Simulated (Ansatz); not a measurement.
**SiH₂F₂ + HCl: a complex and its separated parts**

Aim: how far the complex at one end of a reaction step lies below its separated, relaxed parts, level by level.

Method: PBE0-D4/def2-TZVP structures, single points in def2-TZVPP, no counterpoise correction; program: Ansatz 0.2.0, Gaussian basis.

Levels: SPW92, PBE-D4, BLYP-D4, r2SCAN-D4, B97M-V, PBE0-D4, B3LYP-D4, r2SCAN0-D4, BHLYP-D4, CAM-B3LYP-D4, wB97X-V, wB97M-V, B2PLYP, PBE-QIDH, RPA on PBE, Hartree-Fock, MP2, CCSD, CCSD(T).

Cores are frozen in the correlated methods. B3LYP uses VWN-RPA correlation. B2PLYP carries no dispersion term here.

94 further runs of the same task are left out: 94 set aside as unsound or not needed.

### 1 Starting geometry

The complex: 7 atoms, charge 0, spin multiplicity 1.

Atoms are counted from 1 here; the program's logs count them from 0.

Bond lengths: Si1–F3 1.595 Å, Si1–F4 1.586 Å, Si1–H5 1.473 Å, Si1–H7 1.473 Å, Cl2–H6 1.282 Å. Angles: F3–Si1–F4 107.0°, F3–Si1–H5 108.4°, F3–Si1–H7 108.4°, F4–Si1–H5 108.6°, F4–Si1–H7 108.6°, H5–Si1–H7 115.5°.

As a file:

```mol
ClF2H3Si
  3D, bonds by distance, orders not assigned

  7  5  0  0  0  0  0  0  0  0999 V2000
   -0.8889   -0.0446    0.3371 Si  0  0
    2.7076   -0.0432   -0.2241 Cl  0  0
   -0.4095    0.2714   -1.1510 F   0  0
   -2.4737    0.0095    0.3341 F   0  0
   -0.3844    1.0174    1.2238 H   0  0
    1.9154    0.2021   -1.2015 H   0  0
   -0.4663   -1.4126    0.6816 H   0  0
  1  3  8  0
  1  4  8  0
  1  5  8  0
  1  7  8  0
  2  6  8  0
M  END
```

Its parts: SiH₂F₂ holds atoms 1, 3, 4, 5, 7; HCl holds atoms 2, 6. Each part counts its atoms afresh in its own runs.

### 2 Relaxing SiH₂F₂ alone

File relax-a/in.yaml:

```yaml
crystal:
  periodic: [false, false, false]
  atoms:
    - {symbol: Si, position_ang: [-0.888882, -0.044620, 0.337065]}
    - {symbol: F, position_ang: [-0.409535, 0.271449, -1.151038]}
    - {symbol: F, position_ang: [-2.473660, 0.009488, 0.334075]}
    - {symbol: H, position_ang: [-0.384398, 1.017430, 1.223810]}
    - {symbol: H, position_ang: [-0.466328, -1.412637, 0.681603]}
basis:
  gaussian: {orbitals: def2-TZVP}
hamiltonian: {xc: pbe0, dispersion: d4}
relax: {f_tol: 0.005, max_steps: 200}
```

Run with:

```bash
$ ansatz run in.yaml --threads 4 --pin off --events-out ev --progress --plain --max-ram 9574MiB
```

The runs that follow: Relaxing HCl alone; SPW92/def2-TZVPP; PBE-D4/def2-TZVPP; BLYP-D4/def2-TZVPP; r2SCAN-D4/def2-TZVPP; B97M-V/def2-TZVPP; PBE0-D4/def2-TZVPP; B3LYP-D4/def2-TZVPP; r2SCAN0-D4/def2-TZVPP; BHLYP-D4/def2-TZVPP; CAM-B3LYP-D4/def2-TZVPP; wB97X-V/def2-TZVPP; wB97M-V/def2-TZVPP; B2PLYP/def2-TZVPP; PBE-QIDH/def2-TZVPP; RPA on PBE/def2-TZVPP; CCSD(T)/def2-TZVPP; Vibrations of SiH₂F₂; Vibrations of HCl.

Before running it: what results should come out? Wanted: complex less parts, CCSD(T)/def2-TZVPP; with zero-point energy; largest T1 diagnostic.

**Answer**, as computed:

| quantity | value |
| --- | --- |
| complex less parts, CCSD(T)/def2-TZVPP | -9.6 kJ/mol |
| with zero-point energy | -6.3 kJ/mol |
| largest T1 diagnostic | 0.012 |

At CCSD(T) the complex lies 9.6 kJ/mol below its parts. Among the functionals PBE-QIDH lands nearest to CCSD(T) (+0.8 kJ/mol) and SPW92 farthest (-9.0 kJ/mol). By rung, the mean size of the error is: LDA 9.0, GGA 3.3, meta-GGA 2.2, hybrid 2.7, range-separated hybrid 2.6, double hybrid 1.4 kJ/mol. PBE-D4 gives a relative energy 3.6 kJ/mol too low, an error of 38 % of the reference. No counterpoise was applied, and triple zeta lacks some correlation, so the CCSD(T) reference has a basis error of its own, and close matches with it are partly luck.
